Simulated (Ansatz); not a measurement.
# AlH₆NSSi₂: one species, many methods

The task here is to estimate one member of a computed series from the others.

Computed with Ansatz 0.2.0, Gaussian basis. Level: functionals in def2-TZVPP, the program's frozen cores in correlated methods.

Plan: LDA (SPW92), PBE-D4, revPBE-D4, BLYP-D4, r2SCAN-D4, B97M-V, PBE0-D4, B3LYP-D4, r2SCANh-D4, r2SCAN0-D4, HSE06-D4, BHLYP-D4, CAM-B3LYP-D4, LC-ωPBE, ωB97X-V, ωB97M-V, B2PLYP, PBE-QIDH; CCSD(T)/def2-SVP; CCSD(T)/def2-TZVPP; MP2/def2-QZVPP; extrapolation to the limit; RPA on PBE.

**Structure used throughout**

The geometry comes from an earlier relaxation with PBE0-D4 in a triple-zeta def2 set; it is a stationary point, not always the lowest conformer.

SMILES `[SiH3][SiH]1[NH][AlH][S]1`, 11 atoms, charge 0, spin multiplicity 1.

Atoms are counted from 1 here; the program's logs count them from 0.

Bond lengths: Si1–Si2 2.341 Å, Si1–H6 1.488 Å, Si1–H7 1.488 Å, Si1–H8 1.491 Å, Si2–N3 1.736 Å, Si2–S5 2.161 Å, Si2–H9 1.491 Å, N3–Al4 1.781 Å, N3–H10 1.006 Å, Al4–S5 2.188 Å, Al4–H11 1.571 Å. Angles: Si2–Si1–H6 110.7°, Si2–Si1–H7 109.3°, Si2–Si1–H8 110.8°, H6–Si1–H7 109.1°, H6–Si1–H8 108.2°, H7–Si1–H8 108.5°, Si1–Si2–N3 114.6°, Si1–Si2–S5 110.6°, Si1–Si2–H9 110.6°, N3–Si2–S5 95.6°, N3–Si2–H9 113.9°, S5–Si2–H9 110.7°, Si2–N3–Al4 96.7°, Si2–N3–H10 125.7°, Al4–N3–H10 137.6°, N3–Al4–S5 93.3°, N3–Al4–H11 133.2°, S5–Al4–H11 133.5° and more.

Coordinates:

```xyz
11

Si   -1.72493   -0.05402    1.11030
Si    0.38964    0.60143    0.34989
N     1.38045   -0.69810   -0.23501
Al    1.45106   -0.15945   -1.93144
S     0.23261    1.61802   -1.55067
H    -2.56743    1.13458    1.41404
H    -2.39390   -0.87143    0.06215
H    -1.61189   -0.87520    2.34972
H     1.06341    1.46925    1.35833
H     1.72123   -1.46878    0.31378
H     2.12525   -0.75329   -3.22048
```

Set-up of the first run:

in.yaml reads:

```yaml
crystal:
  periodic: [false, false, false]
  atoms:
    - {symbol: Si, position_ang: [-1.724931, -0.054024, 1.110298]}
    - {symbol: Si, position_ang: [0.389641, 0.601426, 0.349885]}
    - {symbol: N, position_ang: [1.380447, -0.698098, -0.235007]}
    - {symbol: Al, position_ang: [1.451058, -0.159451, -1.931441]}
    - {symbol: S, position_ang: [0.232609, 1.618024, -1.550666]}
    - {symbol: H, position_ang: [-2.567428, 1.134581, 1.414039]}
    - {symbol: H, position_ang: [-2.393895, -0.871434, 0.062150]}
    - {symbol: H, position_ang: [-1.611891, -0.875204, 2.349721]}
    - {symbol: H, position_ang: [1.063410, 1.469247, 1.358329]}
    - {symbol: H, position_ang: [1.721231, -1.468779, 0.313775]}
    - {symbol: H, position_ang: [2.125248, -0.753289, -3.220483]}
basis:
  gaussian: {orbitals: def2-TZVPP}
hamiltonian: {xc: lda}
output: {orbitals: {seedname: orbitals}}
```

Run with:

```bash
ansatz run in.yaml --threads 4 --pin off --events-out ev --progress --plain --max-ram 10444MiB
```

Among the steps run: LDA; PBE-D4 (GGA); revPBE-D4 (GGA); BLYP-D4 (GGA); r2SCAN-D4 (meta-GGA); B97M-V (meta-GGA); PBE0-D4 (hybrid); B3LYP-D4 (hybrid); r2SCANh-D4 (hybrid); r2SCAN0-D4 (hybrid); HSE06-D4 (hybrid); BHLYP-D4 (hybrid); CAM-B3LYP-D4 (range-separated); LC-ωPBE (range-separated); ωB97X-V (range-separated); ωB97M-V (range-separated); B2PLYP (double hybrid); PBE-QIDH (double hybrid).

One of the session's tables, all rows but one given; the rest of the session is left out.

It belongs to the step «Orbital energies across the functionals». 

```
  functional  HOMO (eV)  gap (eV)
 LDA (SPW92)      -6.24      4.50
      PBE-D4      -6.13      4.61
   revPBE-D4          ?         ?
     BLYP-D4      -5.94      4.55
   r2SCAN-D4      -6.39      5.20
      B97M-V      -6.51      5.12
     PBE0-D4      -7.24      6.47
    B3LYP-D4      -7.00      6.04
  r2SCANh-D4      -6.80      5.86
  r2SCAN0-D4      -7.40      6.83
    HSE06-D4      -6.85      5.71
    BHLYP-D4      -8.20      8.20
CAM-B3LYP-D4      -8.47      8.62
     LC-ωPBE      -9.79     11.00
     ωB97X-V      -9.47     10.56
     ωB97M-V      -9.28     10.09
```

**Question.** Estimate the row for revPBE-D4.

As computed: HOMO (eV): -6.09; gap (eV): 4.66. In the column «HOMO (eV)» it lies between PBE-D4 (-6.13) and BLYP-D4 (-5.94).
